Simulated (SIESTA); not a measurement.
# As2S (I4_1/amd) in SIESTA: further runs, part 2 of 2

SIESTA 5.4.2. The steps go on from the part before.

### 4 Single point, PBE, 19.15 Å³/atom

File As2S.fdf:

```
SystemName                      As2S
SystemLabel                     As2S
NumberOfSpecies                 2
NumberOfAtoms                   6
%block ChemicalSpeciesLabel
  1  33 As
  2  16 S
%endblock ChemicalSpeciesLabel

LatticeConstant                 1.0 Ang
%block LatticeVectors
    -3.4348990985     3.4348990985     2.4351717198
     3.4348990985    -3.4348990985     2.4351717198
     3.4348990985     3.4348990985    -2.4351717198
%endblock LatticeVectors
AtomicCoordinatesFormat         Fractional
%block AtomicCoordinatesAndAtomicSpecies
     0.8750000000     0.1250000000     0.2500000000  1  As
     0.8750000000     0.6250000000     0.7500000000  1  As
     0.3750000000     0.1250000000     0.2500000000  1  As
     0.8750000000     0.1250000000     0.7500000000  1  As
     0.2500000000     0.7500000000     0.5000000000  2  S
     0.5000000000     0.5000000000     0.0000000000  2  S
%endblock AtomicCoordinatesAndAtomicSpecies

%block kgrid.MonkhorstPack
    7   0   0  0.0
    0   7   0  0.0
    0   0   7  0.0
%endblock kgrid.MonkhorstPack
XC.Functional                   GGA
XC.Authors                      PBE
PAO.BasisSize                   DZP
PAO.EnergyShift                 0.003 Ry
Mesh.Cutoff                     500 Ry
OccupationFunction              FD
ElectronicTemperature           0.05 eV
MaxSCFIterations                120
SCF.MustConverge                false
SCF.Mixer.Method                Pulay
SCF.Mixer.Weight                0.25
SCF.Mixer.History               8
SCF.DM.Tolerance                5.0e-05
SCF.H.Tolerance                 1.0e-03 eV
WriteForces                     true
Charge.Mulliken                 end
%block PAO.Basis
  As 4
  n=4 0 2
    5.512 0.000
  n=4 1 2
    7.356 0.000
  n=3 2 2
    2.890 0.000
  n=4 2 1
    7.356
%endblock PAO.Basis
```

Started as:

```
$ siesta < As2S.fdf > As2S.out 2>&1
```

Run time: 95 s. Hardware: 1 thread of Arm Neoverse V1, shared host; peak memory 0.48 GiB.

The run converged. Its results:

* Free energy: -12142.4771 eV
* Pressure: 8.7 GPa
* Band gap on the k mesh: none (metal or under the smearing width)

Caveat: the basis of atomic orbitals isn't converged, which shifts pressures, moduli and gaps.

### 5 Single point, PBE, 19.56 Å³/atom

As2S.fdf, as its differences from that of step 4:

```diff
@@ -11,5 +11,5 @@
 %block LatticeVectors
-    -3.4348990985     3.4348990985     2.4351717198
-     3.4348990985    -3.4348990985     2.4351717198
-     3.4348990985     3.4348990985    -2.4351717198
+    -3.4590893258     3.4590893258     2.4523213814
+     3.4590893258    -3.4590893258     2.4523213814
+     3.4590893258     3.4590893258    -2.4523213814
 %endblock LatticeVectors
```

Started as:

```
$ siesta < As2S.fdf > As2S.out 2>&1
```

It took 93 s on 1 thread of Arm Neoverse V1, shared host; peak memory 0.47 GiB.

The run converged. Its results:

- Free energy: -12142.5916 eV
- Pressure: 6.4 GPa
- Band gap on the k mesh: none (metal or under the smearing width)

Caveat: the basis of atomic orbitals isn't converged, which shifts pressures, moduli and gaps.

### 6 Single point, PBE, 19.97 Å³/atom

As2S.fdf, as its differences from that of step 5:

```diff
@@ -11,5 +11,5 @@
 %block LatticeVectors
-    -3.4590893258     3.4590893258     2.4523213814
-     3.4590893258    -3.4590893258     2.4523213814
-     3.4590893258     3.4590893258    -2.4523213814
+    -3.4829458681     3.4829458681     2.4692344772
+     3.4829458681    -3.4829458681     2.4692344772
+     3.4829458681     3.4829458681    -2.4692344772
 %endblock LatticeVectors
```

Potentials or basis: PseudoDojo 0.4 standard (PBE files), DZP (energy shift 0.003 Ry; two zetas on semicore shells).

Started as:

```
$ siesta < As2S.fdf > As2S.out 2>&1
```

Run time: 1.7 min. Hardware: 1 thread of Arm Neoverse V1, shared host; peak memory 0.45 GiB.

It converged, with:

* Free energy: -12142.6742 eV
* Pressure: 4.5 GPa
* Band gap on the k mesh: none (metal or under the smearing width)

Caveat: the basis of atomic orbitals isn't converged, which shifts pressures, moduli and gaps.

### 7 Single point, PBE, 20.78 Å³/atom

As2S.fdf, as its differences from that of step 6:

```diff
@@ -11,5 +11,5 @@
 %block LatticeVectors
-    -3.4829458681     3.4829458681     2.4692344772
-     3.4829458681    -3.4829458681     2.4692344772
-     3.4829458681     3.4829458681    -2.4692344772
+    -3.5297023986     3.5297023986     2.5023825195
+     3.5297023986    -3.5297023986     2.5023825195
+     3.5297023986     3.5297023986    -2.5023825195
 %endblock LatticeVectors
```

Started as:

```
$ siesta < As2S.fdf > As2S.out 2>&1
```

It took 97 s on 1 thread of Arm Neoverse V1, shared host; peak memory 0.44 GiB.

It converged, with:

```yaml
Free_energy: -12142.7536 eV
Pressure: 0.8 GPa
Band_gap_on_the_k_mesh: none (metal or under the smearing width)
```

Caveat: the basis of atomic orbitals isn't converged, which shifts pressures, moduli and gaps.

### 8 Single point, PBE, 21.19 Å³/atom

As2S.fdf, as its differences from that of step 7:

```diff
@@ -11,5 +11,5 @@
 %block LatticeVectors
-    -3.5297023986     3.5297023986     2.5023825195
-     3.5297023986    -3.5297023986     2.5023825195
-     3.5297023986     3.5297023986    -2.5023825195
+    -3.5526231863     3.5526231863     2.5186322120
+     3.5526231863    -3.5526231863     2.5186322120
+     3.5526231863     3.5526231863    -2.5186322120
 %endblock LatticeVectors
```

Started as:

```
$ siesta As2S.fdf > As2S.out 2>&1
```

Run time: 94 s. Hardware: 1 thread of Arm Neoverse V1, shared host; peak memory 0.43 GiB.

The run converged. Its results:

| Item | Value |
| --- | --- |
| Free energy | -12142.7549 eV |
| Pressure | -0.6 GPa |
| Band gap on the k mesh | none (metal or under the smearing width) |

Caveat: the basis of atomic orbitals isn't converged, which shifts pressures, moduli and gaps.

### 9 Single point, PBE, 21.60 Å³/atom

As2S.fdf, as its differences from that of step 8:

```diff
@@ -11,5 +11,5 @@
 %block LatticeVectors
-    -3.5526231863     3.5526231863     2.5186322120
-     3.5526231863    -3.5526231863     2.5186322120
-     3.5526231863     3.5526231863    -2.5186322120
+    -3.5752519696     3.5752519696     2.5346748879
+     3.5752519696    -3.5752519696     2.5346748879
+     3.5752519696     3.5752519696    -2.5346748879
 %endblock LatticeVectors
```

Potentials or basis: PseudoDojo 0.4 standard (PBE files), DZP (energy shift 0.003 Ry; two zetas on semicore shells).

Started as:

```
$ siesta As2S.fdf > As2S.out 2>&1
```

Run time: 92 s. Hardware: 1 thread of Arm Neoverse V1, shared host; peak memory 0.43 GiB.

The run converged. Its results:

```
Free energy            : -12142.7359 eV
Pressure               : -1.9 GPa
Band gap on the k mesh : none (metal or under the smearing width)
```

Caveat: the basis of atomic orbitals isn't converged, which shifts pressures, moduli and gaps.

### 10 Equation of state, PBE

Potentials or basis: PseudoDojo 0.4 standard (PBE files), DZP (energy shift 0.003 Ry; two zetas on semicore shells).

This step only gathers the single runs of the series.

What came out:

- Equilibrium volume: 21.02 Å³/atom
- Bulk modulus at fixed shape and positions: 77 GPa
- Pressure derivative of the bulk modulus: 4.0 (rough: it moves with the points fitted)

Energy against volume, from the lowest point:
| volume (Å³/atom) | energy (meV/atom) |
| --- | --- |
| 19.154 | 46.30 |
| 19.562 | 27.23 |
| 19.969 | 13.45 |
| 20.377 | 4.49 |
| 20.784 | 0.23 |
| 21.192 | 0.00 |
| 21.600 | 3.18 |

Caveat: the cell was scaled at fixed shape and fractional positions, which overstates the stiffness of a crystal with free parameters, most of all of layers and chains; the basis of atomic orbitals isn't converged, which shifts pressures, moduli and gaps.

### 11 Single point, PBEsol

As2S.fdf, as its differences from that of step 9:

```diff
@@ -11,5 +11,5 @@
 %block LatticeVectors
-    -3.5752519696     3.5752519696     2.5346748879
-     3.5752519696    -3.5752519696     2.5346748879
-     3.5752519696     3.5752519696    -2.5346748879
+    -3.5064800000     3.5064800000     2.4859190000
+     3.5064800000    -3.5064800000     2.4859190000
+     3.5064800000     3.5064800000    -2.4859190000
 %endblock LatticeVectors
@@ -31,3 +31,3 @@
 XC.Functional                   GGA
-XC.Authors                      PBE
+XC.Authors                      PBEsol
 PAO.BasisSize                   DZP
@@ -46,2 +46,6 @@
 Charge.Mulliken                 end
+Charge.Hirshfeld                end
+Charge.Voronoi                  end
+SaveRho                         true
+SaveElectrostaticPotential      true
 %block PAO.Basis
@@ -49,5 +53,5 @@
   n=4 0 2
-    5.512 0.000
+    5.501 0.000
   n=4 1 2
-    7.356 0.000
+    7.312 0.000
   n=3 2 2
@@ -55,3 +59,3 @@
   n=4 2 1
-    7.356
+    7.312
 %endblock PAO.Basis
```

Potentials or basis: PseudoDojo 0.4 standard (PBEsol files), DZP (energy shift 0.003 Ry; two zetas on semicore shells).

Started as:

```
$ siesta < As2S.fdf > As2S.out 2>&1
```

It took 1.7 min on 1 thread of Arm Neoverse V1, shared host; peak memory 0.44 GiB.

It converged, with:

```
Free energy            : -12127.4001 eV
Pressure               : -1.0 GPa
Band gap on the k mesh : none (metal or under the smearing width)
Hirshfeld charges      : As +0.06; S -0.13 e
Voronoi charges        : As +0.09; S -0.17 e
```

Stress tensor (GPa, compression positive):
```
-1.25 -0.03  0.00
-0.03 -1.25  0.00
 0.00  0.00 -0.47
```

Levels at points of the mesh, in eV from the Fermi level:
| k point | band 32 | band 33 | band 34 | band 35 | band 36 | band 37 | band 38 | band 39 | band 40 | band 41 |
| --- | --- | --- | --- | --- | --- | --- | --- | --- | --- | --- |
| (0.00, 0.00, 0.00) | -3.49 | -3.49 | -2.72 | -2.72 | -1.51 | 2.80 | 2.80 | 2.87 | 3.20 | 3.59 |

Caveat: Mulliken charges of long-ranged orbitals can have an unphysical sign; the basis of atomic orbitals isn't converged, which shifts pressures, moduli and gaps.

### 12 Single point, PBEsol (atoms moved at random, drawn with an rms of 0.05 Å)

As2S.fdf, as its differences from that of step 11:

```diff
@@ -17,8 +17,8 @@
 %block AtomicCoordinatesAndAtomicSpecies
-     0.8750000000     0.1250000000     0.2500000000  1  As
-     0.8750000000     0.6250000000     0.7500000000  1  As
-     0.3750000000     0.1250000000     0.2500000000  1  As
-     0.8750000000     0.1250000000     0.7500000000  1  As
-     0.2500000000     0.7500000000     0.5000000000  2  S
-     0.5000000000     0.5000000000     0.0000000000  2  S
+     0.8703720000     0.1242220000     0.2455540000  1  As
+     0.8794480000     0.6243580000     0.7504100000  1  As
+     0.3764560000     0.1239810000     0.2436190000  1  As
+     0.8803750000     0.1315720000     0.7511190000  1  As
+     0.2521990000     0.7541430000     0.5017450000  2  S
+     0.4881130000     0.4876590000    -0.0003480000  2  S
 %endblock AtomicCoordinatesAndAtomicSpecies
@@ -46,6 +46,2 @@
 Charge.Mulliken                 end
-Charge.Hirshfeld                end
-Charge.Voronoi                  end
-SaveRho                         true
-SaveElectrostaticPotential      true
 %block PAO.Basis
```

Potentials or basis: PseudoDojo 0.4 standard (PBEsol files), DZP (energy shift 0.003 Ry; two zetas on semicore shells).

Started as:

```
$ siesta As2S.fdf > As2S.out 2>&1
```

It took 1.7 min on 1 thread of Arm Neoverse V1, shared host; peak memory 0.44 GiB.

Results (log left out):

- Free energy: -12127.3769 eV
- Pressure: -0.9 GPa
- Largest force: 0.476 eV/Å
- Band gap on the k mesh: none (metal or under the smearing width)

Forces on the atoms (eV/Å):
```
As   0.043  0.096  0.044
As  -0.004 -0.074  0.031
As   0.103  0.029 -0.127
As  -0.044 -0.018 -0.124
S   -0.092 -0.012 -0.298
S   -0.005 -0.021  0.475
```

Stress tensor (GPa, compression positive):
```
-1.78 -0.03 -0.17
-0.03 -0.52 -0.03
-0.17 -0.03 -0.27
```

Levels at points of the mesh, in eV from the Fermi level:
| k point | band 34 | band 35 | band 36 | band 37 | band 38 | band 39 |
| --- | --- | --- | --- | --- | --- | --- |
| (0.00, 0.00, 0.00) | -2.79 | -2.63 | -1.52 | 2.67 | 2.85 | 2.91 |

Caveat: the basis of atomic orbitals isn't converged, which shifts pressures, moduli and gaps.

### 13 Single point, PBEsol, 19.15 Å³/atom

As2S.fdf, as its differences from that of step 12:

```diff
@@ -11,5 +11,5 @@
 %block LatticeVectors
-    -3.5064800000     3.5064800000     2.4859190000
-     3.5064800000    -3.5064800000     2.4859190000
-     3.5064800000     3.5064800000    -2.4859190000
+    -3.4348990985     3.4348990985     2.4351717198
+     3.4348990985    -3.4348990985     2.4351717198
+     3.4348990985     3.4348990985    -2.4351717198
 %endblock LatticeVectors
@@ -17,8 +17,8 @@
 %block AtomicCoordinatesAndAtomicSpecies
-     0.8703720000     0.1242220000     0.2455540000  1  As
-     0.8794480000     0.6243580000     0.7504100000  1  As
-     0.3764560000     0.1239810000     0.2436190000  1  As
-     0.8803750000     0.1315720000     0.7511190000  1  As
-     0.2521990000     0.7541430000     0.5017450000  2  S
-     0.4881130000     0.4876590000    -0.0003480000  2  S
+     0.8750000000     0.1250000000     0.2500000000  1  As
+     0.8750000000     0.6250000000     0.7500000000  1  As
+     0.3750000000     0.1250000000     0.2500000000  1  As
+     0.8750000000     0.1250000000     0.7500000000  1  As
+     0.2500000000     0.7500000000     0.5000000000  2  S
+     0.5000000000     0.5000000000     0.0000000000  2  S
 %endblock AtomicCoordinatesAndAtomicSpecies
```

Started as:

```
$ siesta As2S.fdf > As2S.out 2>&1
```

Run time: 94 s. Hardware: 1 thread of Arm Neoverse V1, shared host; peak memory 0.47 GiB.

Results (log left out):

```yaml
Free_energy: -12127.3216 eV
Pressure: 4.7 GPa
Band_gap_on_the_k_mesh: none (metal or under the smearing width)
```

Caveat: the basis of atomic orbitals isn't converged, which shifts pressures, moduli and gaps.

### 14 Single point, PBEsol, 19.56 Å³/atom

As2S.fdf, as its differences from that of step 13:

```diff
@@ -11,5 +11,5 @@
 %block LatticeVectors
-    -3.4348990985     3.4348990985     2.4351717198
-     3.4348990985    -3.4348990985     2.4351717198
-     3.4348990985     3.4348990985    -2.4351717198
+    -3.4590893258     3.4590893258     2.4523213814
+     3.4590893258    -3.4590893258     2.4523213814
+     3.4590893258     3.4590893258    -2.4523213814
 %endblock LatticeVectors
```

Started as:

```
$ siesta As2S.fdf > As2S.out 2>&1
```

Run time: 1.8 min. Hardware: 1 thread of Arm Neoverse V1, shared host; peak memory 0.47 GiB.

The run converged. Its results:

- Free energy: -12127.3768 eV
- Pressure: 2.6 GPa
- Band gap on the k mesh: none (metal or under the smearing width)

Caveat: the basis of atomic orbitals isn't converged, which shifts pressures, moduli and gaps.

### 15 Single point, PBEsol, 19.97 Å³/atom

As2S.fdf, as its differences from that of step 14:

```diff
@@ -11,5 +11,5 @@
 %block LatticeVectors
-    -3.4590893258     3.4590893258     2.4523213814
-     3.4590893258    -3.4590893258     2.4523213814
-     3.4590893258     3.4590893258    -2.4523213814
+    -3.4829458681     3.4829458681     2.4692344772
+     3.4829458681    -3.4829458681     2.4692344772
+     3.4829458681     3.4829458681    -2.4692344772
 %endblock LatticeVectors
```

Potentials or basis: PseudoDojo 0.4 standard (PBEsol files), DZP (energy shift 0.003 Ry; two zetas on semicore shells).

Started as:

```
$ siesta As2S.fdf > As2S.out 2>&1
```

Run time: 99 s. Hardware: 1 thread of Arm Neoverse V1, shared host; peak memory 0.44 GiB.

Results (log left out):

- Free energy: -12127.4021 eV
- Pressure: 0.7 GPa
- Band gap on the k mesh: none (metal or under the smearing width)

Caveat: the basis of atomic orbitals isn't converged, which shifts pressures, moduli and gaps.

### 16 Single point, PBEsol, 20.78 Å³/atom

As2S.fdf, as its differences from that of step 15:

```diff
@@ -11,5 +11,5 @@
 %block LatticeVectors
-    -3.4829458681     3.4829458681     2.4692344772
-     3.4829458681    -3.4829458681     2.4692344772
-     3.4829458681     3.4829458681    -2.4692344772
+    -3.5297023986     3.5297023986     2.5023825195
+     3.5297023986    -3.5297023986     2.5023825195
+     3.5297023986     3.5297023986    -2.5023825195
 %endblock LatticeVectors
```

Started as:

```
$ siesta < As2S.fdf > As2S.out 2>&1
```

Run time: 95 s. Hardware: 1 thread of Arm Neoverse V1, shared host; peak memory 0.43 GiB.

The run converged. Its results:

```yaml
Free_energy: -12127.3725 eV
Pressure: -2.6 GPa
Band_gap_on_the_k_mesh: none (metal or under the smearing width)
```

Caveat: the basis of atomic orbitals isn't converged, which shifts pressures, moduli and gaps.

### 17 Single point, PBEsol, 21.19 Å³/atom

As2S.fdf, as its differences from that of step 16:

```diff
@@ -11,5 +11,5 @@
 %block LatticeVectors
-    -3.5297023986     3.5297023986     2.5023825195
-     3.5297023986    -3.5297023986     2.5023825195
-     3.5297023986     3.5297023986    -2.5023825195
+    -3.5526231863     3.5526231863     2.5186322120
+     3.5526231863    -3.5526231863     2.5186322120
+     3.5526231863     3.5526231863    -2.5186322120
 %endblock LatticeVectors
```

Started as:

```
$ siesta < As2S.fdf > As2S.out 2>&1
```

It took 93 s on 1 thread of Arm Neoverse V1, shared host; peak memory 0.43 GiB.

Results (log left out):

- Free energy: -12127.3227 eV
- Pressure: -3.9 GPa
- Band gap on the k mesh: none (metal or under the smearing width)

Caveat: the basis of atomic orbitals isn't converged, which shifts pressures, moduli and gaps.

### 18 Single point, PBEsol, 21.60 Å³/atom

As2S.fdf, as its differences from that of step 17:

```diff
@@ -11,5 +11,5 @@
 %block LatticeVectors
-    -3.5526231863     3.5526231863     2.5186322120
-     3.5526231863    -3.5526231863     2.5186322120
-     3.5526231863     3.5526231863    -2.5186322120
+    -3.5752519696     3.5752519696     2.5346748879
+     3.5752519696    -3.5752519696     2.5346748879
+     3.5752519696     3.5752519696    -2.5346748879
 %endblock LatticeVectors
```

Potentials or basis: PseudoDojo 0.4 standard (PBEsol files), DZP (energy shift 0.003 Ry; two zetas on semicore shells).

Started as:

```
$ siesta As2S.fdf > As2S.out 2>&1
```

It took 91 s on 1 thread of Arm Neoverse V1, shared host; peak memory 0.42 GiB.

It converged, with:

| Item | Value |
| --- | --- |
| Free energy | -12127.2538 eV |
| Pressure | -5.1 GPa |
| Band gap on the k mesh | none (metal or under the smearing width) |

Caveat: the basis of atomic orbitals isn't converged, which shifts pressures, moduli and gaps.

### 19 Equation of state, PBEsol

Potentials or basis: PseudoDojo 0.4 standard (PBEsol files), DZP (energy shift 0.003 Ry; two zetas on semicore shells).

No new run: the results of the series are fitted here.

Results:

* Equilibrium volume: 20.13 Å³/atom
* Bulk modulus at fixed shape and positions: 85 GPa
* Pressure derivative of the bulk modulus: 4.2 (rough: it moves with the points fitted)

Energy against volume, from the lowest point:
| volume (Å³/atom) | energy (meV/atom) |
| --- | --- |
| 19.154 | 13.43 |
| 19.562 | 4.23 |
| 19.969 | 0.00 |
| 20.377 | 0.34 |
| 20.784 | 4.94 |
| 21.192 | 13.24 |
| 21.600 | 24.73 |

Caveat: the cell was scaled at fixed shape and fractional positions, which overstates the stiffness of a crystal with free parameters, most of all of layers and chains; the basis of atomic orbitals isn't converged, which shifts pressures, moduli and gaps.

### 20 Overview

```tsv
task	level	potentials or basis	cell	gap on the mesh (eV)	pressure (GPa)	V0 of scaled cells (Å³/atom)	B0 (GPa)	largest force (eV/Å)
single point	PBE	PseudoDojo 0.4 standard (PBE files), DZP (energy shift 0.003 Ry; two zetas on semicore shells)	as given	none	2.6	-	-	-
single point	PBE	PseudoDojo 0.4 standard (PBE files), DZP (energy shift 0.003 Ry; two zetas on semicore shells)	atoms moved at random, drawn with an rms of 0.05 Å	none	2.7	-	-	0.49
equation of state	PBE	PseudoDojo 0.4 standard (PBE files), DZP (energy shift 0.003 Ry; two zetas on semicore shells)	as given	-	-	21.02	77	-
single point	PBEsol	PseudoDojo 0.4 standard (PBEsol files), DZP (energy shift 0.003 Ry; two zetas on semicore shells)	as given	none	-1.0	-	-	-
single point	PBEsol	PseudoDojo 0.4 standard (PBEsol files), DZP (energy shift 0.003 Ry; two zetas on semicore shells)	atoms moved at random, drawn with an rms of 0.05 Å	none	-0.9	-	-	0.48
equation of state	PBEsol	PseudoDojo 0.4 standard (PBEsol files), DZP (energy shift 0.003 Ry; two zetas on semicore shells)	as given	-	-	20.13	85	-
```

Alike in all rows: no spin polarisation; k mesh 7 × 7 × 7; smearing fermi-dirac 0.05 eV; grid cutoff 500 Ry; energy shift 0.003 Ry.

Caveats: the basis of atomic orbitals isn't converged, which shifts pressures, moduli and gaps; the cell was scaled at fixed shape and fractional positions, which overstates the stiffness of a crystal with free parameters, most of all of layers and chains (some runs).

Absolute energies hang on the potentials; compare differences alone.
